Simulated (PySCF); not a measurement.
# C6H8BNO2+ (doublet): open-shell or spin-flip excitations

What do calculations give for the open-shell or spin-flip excitations of C6H8BNO2+ (doublet) (`[NH2+]c1ccc(B(O)O)cc1`)?

Programs: PySCF 2.14.0, with routines of our own; each step states its level. All values are computed. Atoms count from 0.

## 1. The starting structure

18 atoms, charge 1, multiplicity 2; geometry from: GFN2-xTB.

## 2. Open-shell or spin-flip excitations: unrestricted TDDFT CAM-B3LYP/def2-SVP

What the job is given:

```
{"job": {"kind": "uabs", "xc": "CAM-B3LYP", "basis": "def2-SVP", "nstates": 10, "tda": false}, "charge": 1, "multiplicity": 2}
N     -3.278463     0.269421     0.204416
C     -1.958131     0.161283     0.121868
C     -1.338900    -0.247598    -1.096899
C      0.021171    -0.353925    -1.170970
C      0.841847    -0.068378    -0.056063
B      2.433979    -0.201651    -0.152812
O      2.923560    -0.551841    -1.350295
O      3.111797     0.051906     0.975363
C      0.224400     0.337121     1.149374
C     -1.133248     0.453230     1.248822
H     -3.725320     0.559984     1.063931
H     -3.868609     0.065199    -0.591026
H     -1.962344    -0.468309    -1.950399
H      0.501260    -0.659275    -2.087619
H      3.870135    -0.642944    -1.470762
H      4.067911    -0.014061     0.984973
H      0.859740     0.552815     1.994244
H     -1.599543     0.763340     2.172198
```

Method: unrestricted TDDFT CAM-B3LYP/def2-SVP, vertical, gas phase, core orbitals frozen in the response.

Run with:

```console
> OMP_NUM_THREADS=1 python excited_run.py task.json out
```

The driver reads the jobs from task.json and runs them one after another.

The log of the run:

```text
coarse grid: 15800 points
cycle   1  E = -462.5404698761  dE =  2.328e+00  |g| = 6.208e-01  |ddm| = 3.838e+00
cycle   2  E = -462.5092628243  dE =  3.121e-02  |g| = 7.248e-01  |ddm| = 1.299e+00
cycle   3  E = -462.7087120750  dE = -1.994e-01  |g| = 4.850e-02  |ddm| = 6.723e-01
cycle   4  E = -462.7097437127  dE = -1.032e-03  |g| = 3.691e-02  |ddm| = 9.242e-02
cycle   5  E = -462.7105271765  dE = -7.835e-04  |g| = 1.148e-02  |ddm| = 4.957e-02
cycle   6  E = -462.7106792568  dE = -1.521e-04  |g| = 4.561e-03  |ddm| = 1.810e-02
cycle   7  E = -462.7107490609  dE = -6.980e-05  |g| = 2.924e-03  |ddm| = 1.457e-02
cycle   8  E = -462.7107762222  dE = -2.716e-05  |g| = 1.243e-03  |ddm| = 1.046e-02
cycle   9  E = -462.7107835404  dE = -7.318e-06  |g| = 6.809e-04  |ddm| = 6.651e-03
final grid: 154840 points
cycle  10  E = -462.8040602756  dE = -5.167e-05  |g| = 2.670e-03  |ddm| = 2.219e-02
cycle  11  E = -462.8040617850  dE = -1.509e-06  |g| = 2.322e-03  |ddm| = 5.248e-03
cycle  12  E = -462.8040640817  dE = -2.297e-06  |g| = 3.592e-04  |ddm| = 2.056e-03
cycle  13  E = -462.8040641749  dE = -9.317e-08  |g| = 2.184e-04  |ddm| = 4.978e-04
cycle  14  E = -462.8040642279  dE = -5.301e-08  |g| = 7.552e-05  |ddm| = 3.904e-04
cycle  15  E = -462.8040642521  dE = -2.418e-08  |g| = 5.716e-05  |ddm| = 2.919e-04
cycle  16  E = -462.8040642617  dE = -9.544e-09  |g| = 2.525e-05  |ddm| = 2.261e-04
cycle  17  E = -462.8040642635  dE = -1.885e-09  |g| = 1.103e-05  |ddm| = 1.043e-04
cycle  18  E = -462.8040642638  dE = -2.891e-10  |g| = 6.714e-06  |ddm| = 3.869e-05
converged SCF energy = -462.8040642638

Static polarisability (au): isotropic 87.335, principal 38.156 83.031 140.817

<S^2> of the reference = 0.7865 (exact 0.7500)

Excitations
state   eV       nm        f      <S^2>   main configurations
  1   1.7526    707.4   0.00182   0.822   Hb->Lb 0.98
  2   3.3245    372.9   0.09172   0.876   H-2b->Lb 0.80, Ha->La 0.12
  3   3.5749    346.8   0.00042   0.848   H-4b->Lb 0.94
  4   3.9934    310.5   0.00000   0.807   H-5b->Lb 0.80, H-3b->Lb 0.18
  5   4.1999    295.2   0.00386   0.853   H-1b->Lb 0.96
  6   4.4255    280.2   0.03464   2.147   H-1a->L+1a 0.41, Ha->La 0.25, Hb->L+2b 0.24
  7   4.6627    265.9   0.00000   0.831   H-3b->Lb 0.78, H-5b->Lb 0.18
  8   5.2240    237.3   0.00719   1.012   Ha->L+1a 0.74, H-1a->La 0.25
  9   5.3532    231.6   0.31888   1.169   Ha->La 0.53, H-8b->Lb 0.13, H-2b->Lb 0.13, Hb->L+2b 0.13
 10   5.4841    226.1   0.02866   2.427   H-1a->La 0.50, Hb->L+1b 0.32, Ha->L+1a 0.15
```

Run time: 5.2 min. Hardware: 1 thread of Intel Xeon at 2.50GHz, shared host; peak memory 0.83 GiB.

From this job:

| quantity | value |
| --- | --- |
| ⟨S²⟩ | 0.786 |

Löwdin spin populations:

N0 0.30; C1 0.09; C2 0.19; C3 -0.09; C4 0.37; B5 0.01; O6 0.01; O7 0.01; C8 -0.08; C9 0.19; H10 0.00; H11 0.00; H12 0.00; H13 0.00; H14 0.00; H15 0.00; H16 0.00; H17 0.00

Orbitals, density, ELF and potential are computed afterwards from the orbital file.

ELF in a plane through or near 18 of the atoms.

Ten even steps from '0' (0.00) to '9' (1.00):
```
0000000000000000000000000000
0000000000000000000000000000
0000000000000000000000000000
0000000000058300288300000000
0000000230199920899910000000
0000122673099932999800000000
0003898897079656598107950000
0004899466015826833039981000
0001787684248546385269971000
0000001412954721622826600000
0000001433942721621826610000
0002787684248446385269971000
0004899466015826833039981000
0003898897069656498107850000
0000122673099942999800000000
0000000230199910899910000000
0000000000057300288300000000
0000000000000000000000000000
0000000000000000000000000000
0000000000000000000000000000
```
The map spans 13.2 Å across and 9.5 Å up, centred on the molecule. Atoms in the plane (x, y in Å): N0 (3.3, 0.0), C1 (2.0, 0.0), C2 (1.2, -1.2), C3 (-0.1, -1.2), C4 (-0.8, 0.0), B5 (-2.4, 0.0), O6 (-3.0, -1.2), O7 (-3.0, 1.2), C8 (-0.1, 1.2), C9 (1.2, 1.2), H10 (3.8, 0.9), H11 (3.8, -0.9), H12 (1.8, -2.2), H13 (-0.7, -2.1), H14 (-4.0, -1.3), H15 (-4.0, 1.3), H16 (-0.7, 2.1), H17 (1.8, 2.2).

On the surface of density 0.002 e/bohr³ the electrostatic potential runs, from the 1st to the 99th percentile, from 2.17 V near O6 to 6.24 V near H11.

The spin density lies nearest to C4 25 %; N0 19 %; C2, C9 about 12 % each; C1 9 %.

## 3. Open-shell or spin-flip excitations: unrestricted TDDFT CAM-B3LYP/def2-SVP in toluene

Settings changed since step 2:

```diff
@@ -1,2 +1,2 @@
-{"job": {"kind": "uabs", "xc": "CAM-B3LYP", "basis": "def2-SVP", "nstates": 10, "tda": false}, "charge": 1, "multiplicity": 2}
+{"job": {"kind": "uabs", "xc": "CAM-B3LYP", "basis": "def2-SVP", "nstates": 10, "tda": false, "solvent": "toluene", "pol": false}, "charge": 1, "multiplicity": 2}
 N     -3.278463     0.269421     0.204416
```

Level: unrestricted TDDFT CAM-B3LYP/def2-SVP, vertical, IEF-PCM toluene (non-equilibrium linear response), core orbitals frozen in the response.

The log of the run:

```text
coarse grid: 15800 points
cycle   1  E = -462.6017838966  dE =  2.267e+00  |g| = 6.095e-01  |ddm| = 3.844e+00
cycle   2  E = -462.5836495454  dE =  1.813e-02  |g| = 6.936e-01  |ddm| = 1.202e+00
cycle   3  E = -462.7603988841  dE = -1.767e-01  |g| = 3.677e-02  |ddm| = 6.064e-01
cycle   4  E = -462.7614341989  dE = -1.035e-03  |g| = 1.924e-02  |ddm| = 7.968e-02
cycle   5  E = -462.7617251086  dE = -2.909e-04  |g| = 9.854e-03  |ddm| = 3.011e-02
cycle   6  E = -462.7618431943  dE = -1.181e-04  |g| = 4.710e-03  |ddm| = 1.508e-02
cycle   7  E = -462.7619156687  dE = -7.247e-05  |g| = 3.086e-03  |ddm| = 1.555e-02
cycle   8  E = -462.7619418724  dE = -2.620e-05  |g| = 1.187e-03  |ddm| = 1.034e-02
cycle   9  E = -462.7619488700  dE = -6.998e-06  |g| = 6.156e-04  |ddm| = 6.676e-03
final grid: 154840 points
cycle  10  E = -462.8551782380  dE = -5.200e-05  |g| = 2.589e-03  |ddm| = 2.220e-02
cycle  11  E = -462.8551798154  dE = -1.577e-06  |g| = 2.184e-03  |ddm| = 4.907e-03
cycle  12  E = -462.8551818395  dE = -2.024e-06  |g| = 3.410e-04  |ddm| = 1.890e-03
cycle  13  E = -462.8551819184  dE = -7.885e-08  |g| = 2.068e-04  |ddm| = 4.657e-04
cycle  14  E = -462.8551819602  dE = -4.180e-08  |g| = 6.455e-05  |ddm| = 3.341e-04
cycle  15  E = -462.8551819766  dE = -1.644e-08  |g| = 4.507e-05  |ddm| = 2.335e-04
cycle  16  E = -462.8551819830  dE = -6.410e-09  |g| = 2.241e-05  |ddm| = 1.766e-04
cycle  17  E = -462.8551819844  dE = -1.346e-09  |g| = 9.011e-06  |ddm| = 8.290e-05
cycle  18  E = -462.8551819847  dE = -2.982e-10  |g| = 5.260e-06  |ddm| = 3.915e-05
converged SCF energy = -462.8551819847

<S^2> of the reference = 0.7905 (exact 0.7500)

Excitations
state   eV       nm        f      <S^2>   main configurations
  1   1.8319    676.8   0.00314   0.823   Hb->Lb 0.98
  2   3.3014    375.6   0.12820   0.863   H-2b->Lb 0.83, Ha->La 0.10
  3   3.7158    333.7   0.00055   0.857   H-4b->Lb 0.94
  4   4.0720    304.5   0.00000   0.811   H-5b->Lb 0.79, H-3b->Lb 0.19
  5   4.4106    281.1   0.05150   2.134   H-1a->L+1a 0.39, Ha->La 0.26, Hb->L+2b 0.25
  6   4.4944    275.9   0.00515   0.869   H-1b->Lb 0.96
  7   4.9574    250.1   0.00001   0.842   H-3b->Lb 0.77, H-5b->Lb 0.18
  8   5.1906    238.9   0.01727   0.926   Ha->L+1a 0.81, H-1a->La 0.17
  9   5.2195    237.5   0.37930   1.194   Ha->La 0.53, H-8b->Lb 0.15, Hb->L+2b 0.10, H-2b->Lb 0.10
 10   5.4866    226.0   0.03620   2.509   H-1a->La 0.58, Hb->L+1b 0.29, Ha->L+1a 0.09
```

It took 3.8 min on 1 thread of Intel Xeon at 2.50GHz, shared host; peak memory 0.98 GiB.

In short:

| quantity | value |
| --- | --- |
| ⟨S²⟩ | 0.790 |

## 4. Open-shell or spin-flip excitations: unrestricted TDDFT CAM-B3LYP/3-21G

Settings changed since step 3:

```diff
@@ -1,2 +1,2 @@
-{"job": {"kind": "uabs", "xc": "CAM-B3LYP", "basis": "def2-SVP", "nstates": 10, "tda": false, "solvent": "toluene", "pol": false}, "charge": 1, "multiplicity": 2}
+{"job": {"kind": "uabs", "xc": "CAM-B3LYP", "basis": "3-21G", "nstates": 4, "tda": false}, "charge": 1, "multiplicity": 2}
 N     -3.278463     0.269421     0.204416
```

With the program's defaults for keys left out, this is: unrestricted TDDFT CAM-B3LYP/3-21G, vertical, gas phase, core orbitals frozen in the response.

The log of the run:

```text
coarse grid: 15800 points
cycle   1  E = -460.3852435992  dE =  2.273e+00  |g| = 5.904e-01  |ddm| = 3.283e+00
cycle   2  E = -460.3824082850  dE =  2.835e-03  |g| = 6.592e-01  |ddm| = 1.143e+00
cycle   3  E = -460.5393570524  dE = -1.569e-01  |g| = 4.381e-02  |ddm| = 5.537e-01
cycle   4  E = -460.5400917730  dE = -7.347e-04  |g| = 3.901e-02  |ddm| = 8.087e-02
cycle   5  E = -460.5409571740  dE = -8.654e-04  |g| = 8.509e-03  |ddm| = 5.055e-02
cycle   6  E = -460.5410879836  dE = -1.308e-04  |g| = 4.312e-03  |ddm| = 1.866e-02
cycle   7  E = -460.5411454029  dE = -5.742e-05  |g| = 2.616e-03  |ddm| = 1.334e-02
cycle   8  E = -460.5411696808  dE = -2.428e-05  |g| = 1.112e-03  |ddm| = 1.106e-02
cycle   9  E = -460.5411743784  dE = -4.698e-06  |g| = 5.581e-04  |ddm| = 5.299e-03
final grid: 154840 points
cycle  10  E = -460.5843024171  dE = -1.893e-05  |g| = 3.101e-03  |ddm| = 1.209e-02
cycle  11  E = -460.5843027493  dE = -3.322e-07  |g| = 3.220e-03  |ddm| = 4.467e-03
cycle  12  E = -460.5843062356  dE = -3.486e-06  |g| = 2.613e-04  |ddm| = 2.153e-03
cycle  13  E = -460.5843062915  dE = -5.585e-08  |g| = 1.358e-04  |ddm| = 4.184e-04
cycle  14  E = -460.5843063141  dE = -2.261e-08  |g| = 6.061e-05  |ddm| = 2.801e-04
cycle  15  E = -460.5843063196  dE = -5.549e-09  |g| = 3.328e-05  |ddm| = 1.037e-04
cycle  16  E = -460.5843063236  dE = -3.959e-09  |g| = 1.182e-05  |ddm| = 1.501e-04
cycle  17  E = -460.5843063239  dE = -3.433e-10  |g| = 8.217e-06  |ddm| = 3.409e-05
converged SCF energy = -460.5843063239

Static polarisability (au): isotropic 78.384, principal 23.670 77.191 134.291

<S^2> of the reference = 0.7854 (exact 0.7500)

Excitations
state   eV       nm        f      <S^2>   main configurations
  1   1.8472    671.2   0.00204   0.820   Hb->Lb 0.97
  2   3.4044    364.2   0.09681   0.847   H-3b->Lb 0.81, Ha->La 0.12
  3   3.7182    333.5   0.00056   0.840   H-4b->Lb 0.92
  4   3.9582    313.2   0.00365   0.852   H-1b->Lb 0.96
```

Run time: 1.8 min. Hardware: 1 thread of Intel Xeon at 2.50GHz, shared host; peak memory 0.59 GiB.

Key values:

| quantity | value |
| --- | --- |
| ⟨S²⟩ | 0.785 |

## 5. Summary of results

| quantity | value |
| --- | --- |
| lowest and brightest state of nearly pure spin, of 10 (step 2, unrestricted TDDFT CAM-B3LYP/def2-SVP) | 1.75 eV; 3.32 eV, f = 0.092 |
| lowest and brightest state of nearly pure spin, of 10 (step 3, unrestricted TDDFT CAM-B3LYP/def2-SVP in toluene) | 1.83 eV; 3.30 eV, f = 0.128 |
| lowest and brightest state of nearly pure spin, of 4 (step 4, unrestricted TDDFT CAM-B3LYP/3-21G) | 1.85 eV; 3.40 eV, f = 0.097 |

States whose ⟨S²⟩ lies well above the reference's are mixtures of spin states, an artefact of the unrestricted response, and are left out of the summary. The lowest state of nearly pure spin runs from 1.75 to 1.85 eV over the runs.
